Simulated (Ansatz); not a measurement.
**Al3GaN4: compression at zero temperature**

One table from this session's results is given with a row withheld; the runs are named, their logs left out.

Method: DFT PBEsol, scalar-relativistic, plane waves, PAW, in Ansatz 0.2.0.

2 further runs of the same task are left out: 2 set aside as unsound or not needed.

## The structure to begin with

Symmetry: Pm, No. 6, monoclinic system. Conventional cell: a = 5.043 Å, b = 3.130 Å, c = 5.418 Å, α = 90.00°, β = 90.03°, γ = 90.00°. Al (site symmetry m) has 4 N at 1.88 to 1.91 Å as nearest neighbours. Al (site symmetry m) has 4 N at 1.90 Å as nearest neighbours. Around Al (site symmetry m) lie 4 N at 1.90 to 1.91 Å. Ga (site symmetry m) has 4 N at 1.93 to 1.96 Å as nearest neighbours. Around N (site symmetry m) lie 3 Al at 1.90 Å and 1 Ga at 1.96 Å. N (site symmetry m) is surrounded by 4 Al at 1.90 to 1.91 Å. Around N (site symmetry m) lie 2 Al at 1.88 to 1.90 Å and 2 Ga at 1.93 Å. Around N (site symmetry m) lie 3 Al at 1.89 to 1.91 Å and 1 Ga at 1.94 Å.

Coordinates:

```cif
data_structure
_symmetry_space_group_name_H-M 'P 1'
_symmetry_Int_Tables_number 1
_cell_length_a 5.0434
_cell_length_b 3.1301
_cell_length_c 5.4180
_cell_angle_alpha 90.000
_cell_angle_beta 90.033
_cell_angle_gamma 90.000
_cell_volume 85.53
loop_
_atom_site_label
_atom_site_type_symbol
_atom_site_fract_x
_atom_site_fract_y
_atom_site_fract_z
_atom_site_occupancy
Al1 Al 0.50023 0.50000 0.16733 1
Al2 Al 0.00092 0.50000 0.83481 1
Al3 Al 0.00109 0.00000 0.33169 1
Ga1 Ga 0.49942 0.00000 0.66620 1
N1 N 0.11117 0.00000 0.66633 1
N2 N 0.12245 0.50000 0.16716 1
N3 N 0.62512 0.50000 0.84019 1
N4 N 0.62319 0.00000 0.32629 1
```

It goes back to an entry of the Materials Project, which need not be the stable form.

This cell was relaxed beforehand with the same method: volume 10.69 Å³/atom, gap on the mesh 3.48 eV.

Set-up of the first run:

Contents of input.yaml:

```yaml
crystal:
  lattice:
    - [5.0762088929, 0.0, 0.0001157386]
    - [0.0, 3.1504310267, 0.0]
    - [-0.0032573046, 0.0, 5.4532290589]
  atoms:
    - { symbol: Al, position: [0.5002300423, 0.5, 0.1673295664] }
    - { symbol: Al, position: [0.0009207036, 0.5, 0.8348055932] }
    - { symbol: Al, position: [0.001088065, 0.0, 0.3316926342] }
    - { symbol: Ga, position: [0.4994217138, 0.0, 0.6662009016] }
    - { symbol: "N", position: [0.1111724737, 0.0, 0.6663292503] }
    - { symbol: "N", position: [0.1224543238, 0.5, 0.1671578647] }
    - { symbol: "N", position: [0.6251234799, 0.5, 0.8401923551] }
    - { symbol: "N", position: [0.6231881979, 0.0, 0.3262928345] }
basis:
  ecutwfc: 420
kpoints:
  mp_grid: { grid: [6, 8, 4] }
hamiltonian:
  xc: pbesol
scf:
  occupations: { method: gaussian, width: 0.02 }
output:
  forces: true
  stress: true
  eigenvalues: true
relax:
  adjacent_minimum: "off"
  f_tol: 0.008
  max_steps: 50
  cell: { stress_tol: 0.08, p_target: -2.0 }
```

Command:

```
> ansatz run input.yaml --threads 2 --pin off --max-ram 5120MiB --backend cpu --events-out ev --progress --plain --runs-dir out
```

Steps of the session up to this table: Target pressure -2 GPa; Band edges over the zone at -2 GPa; 2 GPa; Seeking the band edges at 2 GPa; Target pressure 5 GPa; Band edges over the zone at 5 GPa; Relaxing at 10 GPa; Band edges over the zone at 10 GPa; Relaxing at 20 GPa; The gap over the whole zone at 20 GPa.

One table of the session follows, with a row left open; its other results are not shown here.

Lengths are those of the vectors of the cell that was run:

```
P (GPa)  V (Å³/atom)  a (Å)  b (Å)  c (Å)  ΔH (eV/atom)
     -2        10.81  5.062  3.141  5.437        -0.134
      0        10.69  5.043  3.130  5.418         0.000
      2            ?      ?      ?      ?             ?
      5        10.44  5.000  3.106  5.376         0.330
     10        10.21  4.960  3.085  5.338         0.652
     20         9.82  4.889  3.047  5.272         1.276
```

Q: Estimate the row for P (GPa) = 2 from the others.

Worked estimate for «V (Å³/atom)». A straight line through the neighbours (0, 10.69) and (5, 10.44) gives 10.69 + (10.44 − 10.69) × (2 − 0) / (5 − 0) = 10.59; a parabola fitted to 4 rows on both sides gives 10.59.

As computed: V (Å³/atom): 10.58; a (Å): 5.025; b (Å): 3.120; c (Å): 5.400; ΔH (eV/atom): 0.133. In «V (Å³/atom)» the line misses by +0.01 and the parabola by +0.01.

ΔH is E + PV over the energy at zero pressure; a, b and c are the vectors of the computed cell.
